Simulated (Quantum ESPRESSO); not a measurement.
# SiF (Pm-3m) in Quantum ESPRESSO: further runs

The runs below take SiF through phonons, with LDA, PBE, PBEsol, RPBE, BLYP.

Program: Quantum ESPRESSO 7.5. These are calculated values, not measurements. Logs are shortened: lines on timing, memory, paths and dates and some standing lists are left out, and cuts for length are marked.

## 1. Starting point

Symmetry: Pm-3m, No. 221, cubic system. Conventional cell: a = 3.029 Å, b = 3.029 Å, c = 3.029 Å, α = 90.00°, β = 90.00°, γ = 90.00°. Si (site symmetry m-3m) is surrounded by 8 F at 2.62 Å. F (site symmetry m-3m) is surrounded by 8 Si at 2.62 Å.

The cell was built by a generator and needn't be a form met in nature.

## 2. Phonons, LDA

Contents of pw.in:

```
&CONTROL
  calculation = 'scf'
  prefix = 'pwscf'
  outdir = './tmp'
  pseudo_dir = './pseudo'
  tprnfor = .true.
  tstress = .true.
  disk_io = 'low'
/
&SYSTEM
  ibrav = 0
  nat = 2
  ntyp = 2
  ecutwfc = 84
  nbnd = 11
  occupations = 'smearing'
  smearing = 'fd'
  degauss = 0.00367493
/
&ELECTRONS
  conv_thr = 4d-10
  electron_maxstep = 120
  mixing_beta = 0.5
/
ATOMIC_SPECIES
Si    28.0850 Si.upf
F     18.9984 F.upf
CELL_PARAMETERS angstrom
   3.0286000000    0.0000000000    0.0000000000
   0.0000000000    3.0286000000    0.0000000000
   0.0000000000    0.0000000000    3.0286000000
ATOMIC_POSITIONS angstrom
Si     1.5143000000    1.5143000000    1.5143000000
F      0.0000000000    0.0000000000    0.0000000000
K_POINTS automatic
6 6 6 1 1 1
```

Contents of relax.in:

```
&CONTROL
  calculation = 'vc-relax'
  prefix = 'pwscf'
  outdir = './tmp'
  pseudo_dir = './pseudo'
  tprnfor = .true.
  tstress = .true.
  disk_io = 'low'
  nstep = 40
  forc_conv_thr = 0.0001
  etot_conv_thr = 1d-06
/
&SYSTEM
  ibrav = 0
  nat = 2
  ntyp = 2
  ecutwfc = 84
  nbnd = 11
  occupations = 'smearing'
  smearing = 'fd'
  degauss = 0.00367493
/
&ELECTRONS
  conv_thr = 4d-10
  electron_maxstep = 120
  mixing_beta = 0.5
/
&IONS
  ion_dynamics = 'bfgs'
/
&CELL
  cell_dynamics = 'bfgs'
  press = 0
  press_conv_thr = 0.2
/
ATOMIC_SPECIES
Si    28.0850 Si.upf
F     18.9984 F.upf
CELL_PARAMETERS angstrom
   3.0286000000    0.0000000000    0.0000000000
   0.0000000000    3.0286000000    0.0000000000
   0.0000000000    0.0000000000    3.0286000000
ATOMIC_POSITIONS angstrom
Si     1.5143000000    1.5143000000    1.5143000000
F      0.0000000000    0.0000000000    0.0000000000
K_POINTS automatic
6 6 6 1 1 1
```

Contents of scf2.in:

```
&CONTROL
  calculation = 'scf'
  prefix = 'pwscf'
  outdir = './tmp'
  pseudo_dir = './pseudo'
  tprnfor = .true.
  tstress = .true.
  disk_io = 'low'
/
&SYSTEM
  ibrav = 0
  nat = 2
  ntyp = 2
  ecutwfc = 84
  nbnd = 11
  occupations = 'smearing'
  smearing = 'fd'
  degauss = 0.00367493
/
&ELECTRONS
  conv_thr = 1d-13
  electron_maxstep = 120
  mixing_beta = 0.5
  startingpot = 'file'
  startingwfc = 'file'
/
ATOMIC_SPECIES
Si    28.0850 Si.upf
F     18.9984 F.upf
CELL_PARAMETERS angstrom
   2.9522023284    0.0000000000    0.0000000000
   0.0000000000    2.9522023284    0.0000000000
   0.0000000000    0.0000000000    2.9522023284
ATOMIC_POSITIONS angstrom
Si     1.4761011642    1.4761011642    1.4761011642
F      0.0000000000    0.0000000000    0.0000000000
K_POINTS automatic
6 6 6 1 1 1
```

Contents of ph.in:

```
phonons of SiF
&INPUTPH
  prefix = 'pwscf'
  outdir = './tmp'
  tr2_ph = 1d-18
  fildyn = 'dyn'
  niter_ph = 90
  alpha_mix(1) = 0.4
/
0.0000000000 0.0000000000 0.0000000000
```

Contents of dynmat.in:

```
&INPUT
  fildyn = 'dyn'
  asr = 'crystal'
  filout = 'dynmat.disp'
  fileig = 'dynmat.eig'
/
```

Potentials or basis: PseudoDojo 0.4.1 SR LDA standard.

The run is started by

```sh
$ OMP_NUM_THREADS=1 pw.x -in pw.in > pw.out
$ OMP_NUM_THREADS=1 pw.x -in relax.in > relax.out
$ OMP_NUM_THREADS=1 pw.x -in scf2.in > scf2.out
$ OMP_NUM_THREADS=1 ph.x -in ph.in > ph.out
$ OMP_NUM_THREADS=1 dynmat.x -in dynmat.in > dynmat.out
```

pw.out:

```text
This program is part of the open-source Quantum ESPRESSO suite
     for quantum simulation of materials; please cite
[... 9 lines left out ...]
     --------------------
     sticks:   dense  smooth     PW     G-vecs:    dense   smooth      PW
     Sum         877     877    261                19549    19549    3119

     Using Slab Decomposition

     bravais-lattice index     =            0
     lattice parameter (alat)  =       5.7232  a.u.
     unit-cell volume          =     187.4659 (a.u.)^3
     number of atoms/cell      =            2
     number of atomic types    =            2
     number of electrons       =        11.00
     number of Kohn-Sham states=           11
     kinetic-energy cutoff     =      84.0000  Ry
     charge density cutoff     =     336.0000  Ry
     scf convergence threshold =      4.0E-10
     mixing beta               =       0.5000
     number of iterations used =            8  plain     mixing
     Exchange-correlation= SLA  PW   NOGX NOGC
                           (   1   4   0   0   0   0   0)

     celldm(1)=   5.723225  celldm(2)=   0.000000  celldm(3)=   0.000000
     celldm(4)=   0.000000  celldm(5)=   0.000000  celldm(6)=   0.000000

     crystal axes: (cart. coord. in units of alat)
               a(1) = (   1.000000   0.000000   0.000000 )
               a(2) = (   0.000000   1.000000   0.000000 )
               a(3) = (   0.000000   0.000000   1.000000 )

     reciprocal axes: (cart. coord. in units 2 pi/alat)
               b(1) = (  1.000000  0.000000  0.000000 )
               b(2) = (  0.000000  1.000000  0.000000 )
               b(3) = (  0.000000  0.000000  1.000000 )

     PseudoPot. # 1 for Si read from file:
     Si.upf
     Pseudo is Norm-conserving + core correction, Zval =  4.0
     Generated using ONCVPSP code by D. R. Hamann
     Using radial grid of 1510 points,  6 beta functions with:
                l(1) =   0
                l(2) =   0
                l(3) =   1
                l(4) =   1
                l(5) =   2
                l(6) =   2

     PseudoPot. # 2 for F  read from file:
     F.upf
     Pseudo is Norm-conserving + core correction, Zval =  7.0
     Generated using ONCVPSP code by D. R. Hamann
     Using radial grid of  824 points,  5 beta functions with:
                l(1) =   0
                l(2) =   0
                l(3) =   1
                l(4) =   1
                l(5) =   2

     atomic species   valence    mass     pseudopotential
     Si                4.00    28.08500     Si( 1.00)
     F                 7.00    18.99840     F ( 1.00)

     48 Sym. Ops., with inversion, found

   Cartesian axes

     site n.     atom                  positions (alat units)
         1        Si     tau(   1) = (   0.5000000   0.5000000   0.5000000  )
         2        F      tau(   2) = (   0.0000000   0.0000000   0.0000000  )

     number of k points=    10  Fermi-Dirac smearing, width (Ry)=  0.0037
                       cart. coord. in units 2pi/alat
        k(    1) = (   0.0833333   0.0833333   0.0833333), wk =   0.0740741
        k(    2) = (   0.0833333   0.0833333   0.2500000), wk =   0.2222222
        k(    3) = (   0.0833333   0.0833333   0.4166667), wk =   0.2222222
        k(    4) = (   0.0833333   0.2500000   0.2500000), wk =   0.2222222
        k(    5) = (   0.0833333   0.2500000   0.4166667), wk =   0.4444444
        k(    6) = (   0.0833333   0.4166667   0.4166667), wk =   0.2222222
        k(    7) = (   0.2500000   0.2500000   0.2500000), wk =   0.0740741
        k(    8) = (   0.2500000   0.2500000   0.4166667), wk =   0.2222222
        k(    9) = (   0.2500000   0.4166667   0.4166667), wk =   0.2222222
        k(   10) = (   0.4166667   0.4166667   0.4166667), wk =   0.0740741

     Dense  grid:    19549 G-vectors     FFT dimensions: (  36,  36,  36)

     Initial potential from superposition of free atoms

     starting charge      10.9994, renormalised to      11.0000
     Starting wfcs are    8 randomized atomic wfcs +    3 random wfcs

     Self-consistent Calculation

     iteration #  1     ecut=    84.00 Ry     beta= 0.50
     Davidson diagonalization with overlap
     ethr =  1.00E-02,  avg # of iterations =  4.0

     total energy              =     -57.49008133 Ry
     estimated scf accuracy    <       0.18966447 Ry

     iteration #  2     ecut=    84.00 Ry     beta= 0.50
     Davidson diagonalization with overlap
     ethr =  1.72E-03,  avg # of iterations =  2.0

     total energy              =     -57.53837676 Ry
     estimated scf accuracy    <       0.12848584 Ry

     iteration #  3     ecut=    84.00 Ry     beta= 0.50
     Davidson diagonalization with overlap
     ethr =  1.17E-03,  avg # of iterations =  1.0
[... 36 lines left out ...]
     total energy              =     -57.56369646 Ry
     estimated scf accuracy    <       0.00000004 Ry

     iteration #  9     ecut=    84.00 Ry     beta= 0.50
     Davidson diagonalization with overlap
     ethr =  3.82E-10,  avg # of iterations =  2.1

     total energy              =     -57.56369647 Ry
     estimated scf accuracy    <          1.8E-09 Ry

     iteration # 10     ecut=    84.00 Ry     beta= 0.50
     Davidson diagonalization with overlap
     ethr =  1.64E-11,  avg # of iterations =  2.2

     End of self-consistent calculation

          k = 0.0833 0.0833 0.0833 (  2448 PWs)   bands (ev):

   -16.9099  -2.2663   1.3751   1.3751   1.9688  10.5006  10.5006  11.1681
    14.4905  14.4905  22.3778

          k = 0.0833 0.0833 0.2500 (  2439 PWs)   bands (ev):

   -16.8052  -2.4915   1.1852   1.5411   2.5975   7.7878  10.5510  11.2704
    15.0033  17.7480  20.1975

          k = 0.0833 0.0833 0.4167 (  2444 PWs)   bands (ev):

   -16.6969  -2.8091   1.3865   1.7173   3.5099   5.4110  10.5693  11.5265
    15.8472  18.5832  19.1338

          k = 0.0833 0.2500 0.2500 (  2437 PWs)   bands (ev):

   -16.7124  -2.2344   0.4954   1.6088   3.1544   7.7389   8.4712  11.3182
    16.8388  17.6814  19.7271
[... 18 lines left out ...]
   -16.5429  -1.4778   0.4693   1.1517   3.1312   6.7666   7.6866  10.0322
    16.0361  16.6036  18.3374

          k = 0.2500 0.4167 0.4167 (  2425 PWs)   bands (ev):

   -16.4674  -0.4979   0.1113   1.2069   2.4505   6.8212   6.9853   9.4832
    14.6927  16.8751  16.8959

          k = 0.4167 0.4167 0.4167 (  2422 PWs)   bands (ev):

   -16.3989   0.2582   0.6170   0.6170   3.0504   6.1755   6.1755   7.3858
    15.5667  15.9574  15.9574

     the Fermi energy is     6.7742 ev

!    total energy              =     -57.56369647 Ry
     estimated scf accuracy    <          1.4E-10 Ry
     smearing contrib. (-TS)   =      -0.00111225 Ry
     internal energy E=F+TS    =     -57.56258422 Ry

     The total energy is F=E-TS. E is the sum of the following terms:
     one-electron contribution =     -21.34724282 Ry
     hartree contribution      =      17.50499026 Ry
     xc contribution           =     -13.64978247 Ry
     ewald contribution        =     -40.07054919 Ry

     convergence has been achieved in  10 iterations

     Forces acting on atoms (cartesian axes, Ry/au):

     atom    1 type  1   force =     0.00000000    0.00000000    0.00000000
     atom    2 type  2   force =     0.00000000    0.00000000    0.00000000

     Total force =     0.000000     Total SCF correction =     0.000000

     Computing stress (Cartesian axis) and pressure

          total   stress  (Ry/bohr**3)                   (kbar)     P=      -61.02
  -0.00041478   0.00000000   0.00000000          -61.02        0.00        0.00
   0.00000000  -0.00041478   0.00000000            0.00      -61.02        0.00
   0.00000000   0.00000000  -0.00041478            0.00        0.00      -61.02

=------------------------------------------------------------------------------=
   JOB DONE.
=------------------------------------------------------------------------------=
```

scf2.out:

```text
This program is part of the open-source Quantum ESPRESSO suite
     for quantum simulation of materials; please cite
[... 9 lines left out ...]
     --------------------
     sticks:   dense  smooth     PW     G-vecs:    dense   smooth      PW
     Sum         829     829    241                17941    17941    2945
[... 188 lines left out ...]
  -0.00000062   0.00000000   0.00000000           -0.09        0.00        0.00
   0.00000000  -0.00000062   0.00000000            0.00       -0.09        0.00
   0.00000000   0.00000000  -0.00000062            0.00        0.00       -0.09

=------------------------------------------------------------------------------=
   JOB DONE.
=------------------------------------------------------------------------------=
```

Run time: 78 s. Hardware: 1 thread of Arm Neoverse V1, shared host; peak memory 0.05 GiB.

What came out:

```
Free energy                            : -783.2356 eV
Relaxed volume                         : 12.86 Å³/atom
Relaxed cell                           : a = 2.952 Å, b = 2.952 Å, c = 2.952 Å, α = 90.00°, β = 90.00°, γ = 90.00°
Space group after relaxing (to 0.05 Å) : Pm-3m (No. 221)
Pressure after relaxing                : 0.0 GPa
Band gap on the k mesh                 : none (metal or under the smearing width)
Highest phonon frequency at Γ          : 2 cm⁻¹
Most unstable mode                     : 139i cm⁻¹
```

Step by step:
```
step  energy change (eV)  largest force (eV/Å)  pressure (GPa)  volume (Å³)
   1              0.0000                0.0000           -6.10        27.78
   2             -0.0268                0.0000           -3.86        26.92
   3             -0.0417                0.0000            0.20        25.67
   4             -0.0417                0.0000           -0.02        25.73
   5             -0.0417                0.0000            0.00        25.73
```

Final structure:
```
Si F
1.0
     2.95220    0.00000    0.00000
     0.00000    2.95220    0.00000
     0.00000    0.00000    2.95220
Si F
1 1
Cartesian
  1.4761 1.4761 1.4761
  0.0000 0.0000 0.0000
```

Phonon frequencies in cm⁻¹ (negative: imaginary):
```tsv
q point	frequencies
(0.000, 0.000, 0.000)	-139 -139 -139 2 2 2
```

Optical modes at Γ, degenerate ones joined:
```
cm⁻¹  components  symmetry  active in
139i           3       T1u         IR
```

Caveat: the k mesh is coarse; the mesh is thin for the phonons of a metal; some modes are imaginary; an odd number of electrons without spin polarisation forces a metal; a magnetic or distorted state may lie lower.

[end of part 1 of 3]
